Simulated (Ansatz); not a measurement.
Working through a phonon calculation by finite displacements of NbRu, space group Pm-3m

With Ansatz's Python interface.

Interactive session:
```pycon
>>> from dataclasses import dataclass
>>> from pathlib import Path
>>> import ansatz as az
>>> import numpy as np
>>> @dataclass
... class Options:
...     kgrid: tuple[int, ...] = (10, 10, 10)
...
>>> settings = Options()
>>> lattice = az.Lattice.of(
...     (3.184, 0.0, 0.0),
...     (0.0, 3.184, 0.0),
...     (0.0, 0.0, 3.184),
... )
>>> sites = [
...     ("Nb", (0.0, 0.0, 0.0)),
...     ("Ru", (0.5, 0.5, 0.5)),
... ]
>>> system = az.Crystal(lattice=lattice)
>>> for symbol, position in sites:
...     system = system.atom(symbol, position)
...
>>> [site.symbol for site in system.resolved().sites]
['Nb', 'Ru']
>>> # the k mesh has to be a multiple of the supercell
>>> base = (
...     system.calculation()
...     .occupations(az.OccupationsMethod.FERMI_DIRAC, width=50 * az.meV)
...     .functional(az.Functional.R2SCAN)
...     .kpoints(*settings.kgrid)  # sampling of the Brillouin zone
...     .phonons("fd", supercell=2, temperatures=(0, 1000, 100))
... )
>>> outcome = base.run(runs_dir="runs")
DeckWarning: basis.ecutwfc = 500 eV, auto-derived from the records' recommended cutoffs: set by Nb (their level for a meta-GGA)
RunWarning: on the 20×20×20 q-mesh 745 entries of the irreducible table, 2.719e0 modes per cell, the lowest at -112.68 cm⁻¹, stand at or below zero and are read as no rigid motion or as one in doubt: the zero-point energy, F, S and C_V leave that weight out. The structure may be unstable at those wave vectors; or the [...]
>>> folder = Path(outcome.output_folder) / "results"
>>> ph = outcome.phonons
>>> print("modes at Gamma (1/cm):", np.round(ph.gamma_omega_inv_cm, 1) + 0.0)
modes at Gamma (1/cm): [  0.    0.    0.  129.5 129.5 129.5]
>>> print(f"{ph.n_members} displaced supercells, sum-rule residual {ph.asr_residual_pre_ev_ang2:.1e} eV/A^2")
2 displaced supercells, sum-rule residual 3.9e-04 eV/A^2
>>> sums = ph.harmonic_sums
>>> print(f"zero-point energy {1000 * sums.zero_point_energy_ev:.2f} meV per cell")
zero-point energy 29.37 meV per cell
>>> t, f_vib = np.asarray(sums.temperatures_k), np.asarray(sums.vibrational_free_energy_ev)
>>> for temperature, value in zip(t, f_vib):
...     print(f"T = {temperature:6.0f} K   F_vib = {1000 * value:9.2f} meV per cell")
...
T =      0 K   F_vib =     29.37 meV per cell
T =    100 K   F_vib =     24.09 meV per cell
T =    200 K   F_vib =      1.24 meV per cell
T =    300 K   F_vib =    -34.77 meV per cell
T =    400 K   F_vib =    -79.94 meV per cell
T =    500 K   F_vib =   -132.08 meV per cell
T =    600 K   F_vib =   -189.82 meV per cell
T =    700 K   F_vib =   -252.25 meV per cell
T =    800 K   F_vib =   -318.69 meV per cell
T =    900 K   F_vib =   -388.66 meV per cell
T =   1000 K   F_vib =   -461.76 meV per cell
```

Reading the output:
- The cell isn't relaxed first, so the values belong to this volume.
- For a metal this k-point mesh is coarse: on a finer one energies can move by several to tens of meV an atom and pressures by half a GPa or more, differences at one mesh by less.
- This is a high-temperature or high-pressure form, not the ambient phase.
- Some modes are imaginary (printed negative) at these settings, from an unstable structure or from unconverged force constants, so sums over modes carry no meaning.
- The starting cell is as deposited in a crystallographic database; the results hold for this polymorph, which needn't be the stable one.
- Warnings are shown shortened and without file and line.
- The structure is taken as given and the supercell is small; imaginary modes can come from an unrelaxed or unstable start. Phonons of metals also depend on mesh and smearing.
- It ran for 5.6 min on 1 thread of Arm Neoverse V2 (shared host), peak memory 1.8 GiB.
